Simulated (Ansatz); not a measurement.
# CH2Cl2GaN: a ladder of functionals and wavefunction methods

Aim: compute CH2Cl2GaN with functionals from several rungs and with coupled cluster. The yardstick is the atomisation energy at the CCSD(T) limit.

The runs use Ansatz 0.2.0, Gaussian basis; functionals in def2-TZVPP, the program's frozen cores in correlated methods.

Levels to be run: LDA (SPW92), PBE-D4, revPBE-D4, BLYP-D4, r2SCAN-D4, B97M-V, PBE0-D4, B3LYP-D4, r2SCANh-D4, r2SCAN0-D4, HSE06-D4, BHLYP-D4, CAM-B3LYP-D4, LC-ωPBE, ωB97X-V, ωB97M-V, B2PLYP, PBE-QIDH; CCSD(T)/def2-SVP; CCSD(T)/def2-TZVPP; MP2/def2-QZVPP; extrapolation to the limit; RPA on PBE.

## (1) The relaxed structure

The geometry comes from an earlier relaxation with PBE0-D4 in a triple-zeta def2 set; it is a stationary point, not always the lowest conformer.

7 atoms, charge 0, spin multiplicity 1.

Atoms are counted from 1 here; the program's logs count them from 0.

Bond lengths: C1–N2 1.263 Å, C1–H6 1.098 Å, C1–H7 1.100 Å, N2–Ga3 1.861 Å, Ga3–Cl4 2.116 Å, Ga3–Cl5 2.139 Å. Angles: N2–C1–H6 119.0°, N2–C1–H7 125.7°, H6–C1–H7 115.3°, C1–N2–Ga3 117.5°, N2–Ga3–Cl4 121.4°, N2–Ga3–Cl5 120.8°, Cl4–Ga3–Cl5 117.8°.

Geometry (Å):

```
C     0.23331    0.41652    1.36391
N    -0.34392   -0.53643    0.76928
Ga   -0.31010   -0.53394   -1.09129
Cl   -1.23913   -2.06952   -2.21231
Cl    0.67445    1.03039   -2.16851
H     0.22844    0.43967    2.46136
H     0.75695    1.25331    0.87756
```

## (2) LDA

This LDA is Slater exchange with PW92 correlation.

File in.yaml:

```yaml
crystal:
  periodic: [false, false, false]
  atoms:
    - {symbol: C, position_ang: [0.233307, 0.416523, 1.363907]}
    - {symbol: N, position_ang: [-0.343920, -0.536434, 0.769283]}
    - {symbol: Ga, position_ang: [-0.310100, -0.533939, -1.091294]}
    - {symbol: Cl, position_ang: [-1.239130, -2.069521, -2.212307]}
    - {symbol: Cl, position_ang: [0.674448, 1.030392, -2.168506]}
    - {symbol: H, position_ang: [0.228441, 0.439670, 2.461355]}
    - {symbol: H, position_ang: [0.756954, 1.253310, 0.877563]}
basis:
  gaussian: {orbitals: def2-TZVPP}
hamiltonian: {xc: lda}
output: {orbitals: {seedname: orbitals}}
```

Command:

```sh
ansatz run in.yaml --threads 4 --pin off --events-out ev --progress --plain --max-ram 10444MiB
```

The runs that follow: PBE-D4 (GGA); revPBE-D4 (GGA); BLYP-D4 (GGA); r2SCAN-D4 (meta-GGA); B97M-V (meta-GGA); B3LYP-D4 (hybrid); r2SCANh-D4 (hybrid); r2SCAN0-D4 (hybrid); HSE06-D4 (hybrid); BHLYP-D4 (hybrid); CAM-B3LYP-D4 (range-separated); LC-ωPBE (range-separated); ωB97X-V (range-separated); ωB97M-V (range-separated); B2PLYP (double hybrid); PBE-QIDH (double hybrid); CCSD(T) in def2-SVP; CCSD(T) in def2-TZVPP; MP2 in def2-QZVPP; RPA on PBE orbitals.

**Question.** What will the summary of the whole plan be? Wanted: atomisation energy, CCSD(T)/CBS; farthest beyond LDA; mean size of error, GGA; mean size of error, meta-GGA; mean size of error, hybrid; mean size of error, range-separated; mean size of error, double hybrid; gap, smallest and largest; T1 diagnostic.

As calculated:

| quantity | value |
| --- | --- |
| atomisation energy, CCSD(T)/CBS | 2399.4 kJ/mol |
| functionals within 24.0 kJ/mol (1.0 %) | revPBE-D4, BLYP-D4, r2SCAN-D4, B97M-V, PBE0-D4, B3LYP-D4, r2SCANh-D4, HSE06-D4, CAM-B3LYP-D4, LC-ωPBE, ωB97X-V, ωB97M-V, PBE-QIDH |
| farthest beyond LDA | BHLYP-D4 (-106.6 kJ/mol) |
| mean size of error, GGA | 29.8 kJ/mol |
| mean size of error, meta-GGA | 14.7 kJ/mol |
| mean size of error, hybrid | 35.4 kJ/mol |
| mean size of error, range-separated | 11.2 kJ/mol |
| mean size of error, double hybrid | 18.3 kJ/mol |
| gap, smallest and largest | 3.13 eV (LDA (SPW92)), 10.50 eV (LC-ωPBE) |
| T1 diagnostic | 0.0128 |
| triples share of the correlation energy | 4.4 % |

LDA overbinds by 388.3 kJ/mol (16 %). PBE-D4 misses by +73.7 kJ/mol. Double hybrids carry the basis error of their MP2 part in triple zeta, and no dispersion term here, so their miss is partly the set-up's. The rungs range-separated, meta-GGA, double hybrid miss on average by less than the doubt on the reference (24.0 kJ/mol), so they tie. The reference freezes the cores and leaves out relativity and excitations past (T), and its outer-core shells are covered unevenly, so misses under about 24.0 kJ/mol can't be ranked. Hartree-Fock recovers 69 % of the binding; the rest is correlation. CCSD(T) in def2-SVP is off by -152.2 kJ/mol, worse than the median functional, from the basis alone. Orbital gaps span 3.1 to 10.5 eV; exact exchange widens them. Correlated methods include outer-core shells of Ga, which these sets cover unevenly.
